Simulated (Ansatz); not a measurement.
# SiGeO (triplet): wave-function methods side by side at a displaced geometry (v1), cc-pVDZ

One table from this session's results is given with a row withheld; the runs are named, their logs left out.

The runs use Ansatz 0.2.0, Gaussian basis; cc-pVDZ, core rule «outside noble gas», up to 20 orbitals frozen.

The runs, in order: UHF; CCSD(T) on ROHF; CCSD(T) on UHF; BCCD(T) on ROHF; CISD as a restricted active space (open shells left free, so some higher excitations enter); CCSDT(Q) on ROHF; CCSDT(Q) on UHF.

31 further runs of the same task are left out: 11 that didn't finish, 20 set aside as unsound or not needed. Runs told in other sessions of the task aren't counted.

## The geometry

The geometry is a PBE0/def2-TZVP stationary point (not a proven minimum) with its atoms shifted at random (size 0.040 Å). No spin-orbit coupling is included. The filled d shell of Ge may be among the frozen orbitals whatever the setting's name suggests.

3 atoms, charge 0, spin multiplicity 3.

Atoms are counted from 1 here; the program's logs count them from 0.

Bond lengths: O1–Ge2 1.977 Å, O1–Si3 1.667 Å, Ge2–Si3 2.495 Å. Angles: Ge2–O1–Si3 86.0°, O1–Ge2–Si3 41.8°, O1–Si3–Ge2 52.2°.

As a file:

```xyz
3
GeOSi
O    -0.0108   -1.0214   -0.8369
Ge   -0.0117    0.0564    0.8204
Si    0.0363    0.4360   -1.6452
```

The first run:

The input, in.yaml:

```yaml
crystal:
  periodic: [false, false, false]
  atoms:
    - {symbol: O, position_ang: [-0.010822, -1.021370, -0.836864]}
    - {symbol: Ge, position_ang: [-0.011655, 0.056383, 0.820418]}
    - {symbol: Si, position_ang: [0.036309, 0.436014, -1.645186]}
basis:
  gaussian: {orbitals: cc-pVDZ}
magnetization: {spin_polarized: true, initial_magnetization: 2}
hamiltonian: {xc: hf}
output: {orbitals: {seedname: orbitals}}
```

Command:

```console
> ansatz run in.yaml --threads 1 --pin off --events-out ev --progress --plain --max-ram 2393MiB
```

Steps of the session up to this table: UHF; CCSD(T) on ROHF; CCSD(T) on UHF; BCCD(T) on ROHF; CISD as a restricted active space (open shells left free, so some higher excitations enter); CCSDT(Q) on ROHF; CCSDT(Q) on UHF.

One table of the session follows, with a row left open; its other results are not shown here.

| method | from UCCSDT(Q) (meV) |
| --- | --- |
| ROHF | +10029.8 |
| UHF | ? |
| RMP2 | +1031.6 |
| UMP2 | +1102.7 |
| RCCSD | +504.6 |
| UCCSD | +495.3 |
| RCCSD(T) | +93.4 |
| UCCSD(T) | +93.0 |
| BCCD(T) | +84.3 |
| RCCSDT | +55.1 |
| UCCSDT | +50.7 |
| RCCSDT(Q) | +15.9 |
| UCCSDT(Q) | 0 |

Q: Estimate the row for UHF from the others.

**Answer.** from UCCSDT(Q) (meV): +9815.4. In the column «from UCCSDT(Q) (meV)» it lies between UMP2 (+1102.7) and ROHF (+10029.8).

Not comparable, so not listed: CISD as a restricted active space (open shells left free, so some higher excitations enter) (they don't share determinant, frozen orbitals or solution with the rows shown, or repeat one).

To keep in mind: Restricted and unrestricted rows rest on different reference determinants; a gap between their highest levels can come from leftover correlation error, from unlike frozen cores or from another state.
